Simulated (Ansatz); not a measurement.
# CO on Rh (Rhodium) (111)

An exercise on one series of results from a longer session: the logs are not shown, and one member is left open.

The COD entry's cell or inner coordinates are ideal or old and differ from later refinements, so a difference from it is no clean test against experiment.

Computed with Ansatz 0.2.0 (DFT RPBE, scalar-relativistic, plane waves, PAW, unless a step's input says otherwise).

2 further runs of the same task are left out: 2 set aside as unsound or not needed.

## The structure to begin with

Symmetry: Fm-3m, No. 225, cubic system. Conventional cell: a = 3.854 Å, b = 3.854 Å, c = 3.854 Å, α = 90.00°, β = 90.00°, γ = 90.00°. Rh (site symmetry m-3m) is surrounded by 12 Rh at 2.72 Å.

Structure file:

```xyz
1
Lattice="0.0000 1.9268 1.9268 1.9268 0.0000 1.9268 1.9268 1.9268 0.0000" Properties=species:S:1:pos:R:3 pbc="T T T"
Rh    0.0000    0.0000    0.0000
```

It is the result of an earlier relaxation at this level (volume 14.31 Å³/atom; gap on the mesh: none (metal)).

A (111) slab, 6.7 Å thick as cut, with 17 Å of vacuum, in a 2×1 surface cell; its outer planes are Rh (top) and Rh (bottom).

The slab as cut. Layers, bottom to top:

```csv
plane,atoms per cell,height over the lowest (Å)
1,Rh2,0.00
2,Rh2,2.22
3,Rh2,4.45
4,Rh2,6.67
```

Set-up of the first run:

Planes are indexed in the bulk's conventional cell (Fm-3m (No. 225)), a = 3.854 Å, b = 3.854 Å, c = 3.854 Å, α = 90.00°, β = 90.00°, γ = 90.00°.

Contents of input.yaml:

```yaml
crystal:
  lattice:
    - [5.4496802796, 0.0, 0.0]
    - [-1.3624200699, 2.3597807823, 0.0]
    - [0.0, 0.0, 23.6744679731]
  atoms:
    - { symbol: Rh, position: [0.3333333333, 0.3333333333, 0.3590365794] }
    - { symbol: Rh, position: [0.8333333333, 0.3333333333, 0.3590365794] }
    - { symbol: Rh, position: [0.6666666667, 0.6666666667, 0.4530121931] }
    - { symbol: Rh, position: [0.1666666667, 0.6666666667, 0.4530121931] }
    - { symbol: Rh, position: [0.0, 0.0, 0.5469878069] }
    - { symbol: Rh, position: [0.5, 0.0, 0.5469878069] }
    - { symbol: Rh, position: [0.3333333333, 0.3333333333, 0.6409634206] }
    - { symbol: Rh, position: [0.8333333333, 0.3333333333, 0.6409634206] }
basis:
  ecutwfc: 420
kpoints:
  mp_grid: { grid: [6, 12, 1] }
hamiltonian:
  xc: rpbe
scf:
  occupations: { method: gaussian, width: 0.1 }
output:
  forces: true
  eigenvalues: true
  write_density: true
  write_potential: true
  elf: true
  volumetric_format: npy
relax:
  adjacent_minimum: "off"
  f_tol: 0.03
  max_steps: 70
  constraints: [{ sites: [0, 1, 2, 3] }]
efield:
  axis: 3
  dipole_correction: true
```

Started as:

```bash
> ansatz run input.yaml --threads 2 --pin off --max-ram 5120MiB --backend cpu --events-out ev --progress --plain --runs-dir out
```

Among the steps run: Relaxing the clean slab; Start: CO, top (Rh); CO put at a hollow (nearest Rh) site; Start: CO, bridge (Rh-Rh); CO at the hollow over Rh site.

One of the session's tables, all rows but one given; the rest of the session is left out.

It belongs to the step «Adsorption of CO: the sites compared». 

```
                              start  height (Å)  Δφ, top (eV)
           top (Rh) at (0.33, 0.33)           ?             ?
hollow (nearest Rh) at (0.17, 0.67)        1.51         +1.66
     bridge (Rh-Rh) at (0.33, 0.83)        1.51         +1.66
     hollow over Rh at (0.00, 0.00)        1.50         +1.65
```

Q: Estimate the row for top (Rh) at (0.33, 0.33) from the others.

As computed: height (Å): 1.84; Δφ, top (eV): +0.89. In the column «height (Å)» it is the highest.

To keep in mind: A start on a symmetric site keeps its symmetry, so an end may be a saddle point and not a minimum. Spin polarisation is off in the runs that give these values; a magnetic solution could lie lower. Warnings in the runs' records: xc potential rough in thin density.
